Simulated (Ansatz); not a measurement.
WAu:

```
W Au
1.0
     0.00000    2.90921    2.90921
     2.90921    0.00000    2.90921
     2.90921    2.90921    0.00000
W Au
1 1
Cartesian
  0.0000 0.0000 0.0000
  4.3638 4.3638 4.3638
```

The cell was built by a generator and needn't be a form met in nature.

- Program: Ansatz 0.2.0
- Task: relaxation of cell and atoms
- Functional: PBEsol
- Potentials or basis: Ansatz PAW
- Cutoff: 420 eV (not typed: the program's choice for these potentials)
- k mesh: 6 × 6 × 6
- Occupations: fermi-dirac, width 0.05 eV
- Spin: spin-orbit coupling, no magnetisation

At the start: volume 24.62 Å³/atom.

Where does the relaxation end?

It ends after 4 steps and the volume is 23.63 Å³/atom (-4.0 %); space group F-43m (No. 216, to 0.05 Å).

The path:
| step | energy change (eV) | largest force (eV/Å) | volume (Å³) |
| --- | --- | --- | --- |
| 1 | 0.0000 | 0.0000 | 49.24 |
| 2 | -0.0339 | 0.0000 | 47.44 |
| 3 | -0.0342 | 0.0000 | 47.26 |
| 4 | -0.0337 | 0.0000 | 47.26 |

Final structure:
```
W Au
1.0
     0.00000    2.86967    2.86967
     2.86967    0.00000    2.86967
     2.86967    2.86967    0.00000
W Au
1 1
Direct
  0.00000 0.00000 0.00000
  0.75000 0.75000 0.75000
```

Caveat: the plane-wave basis is chosen anew once the cell has moved, so the energies of steps on either side of that aren't comparable; the PAW data sets come from PBE, with cores solved anew for the run's functional, which leaves a small shift of forces and pressure.
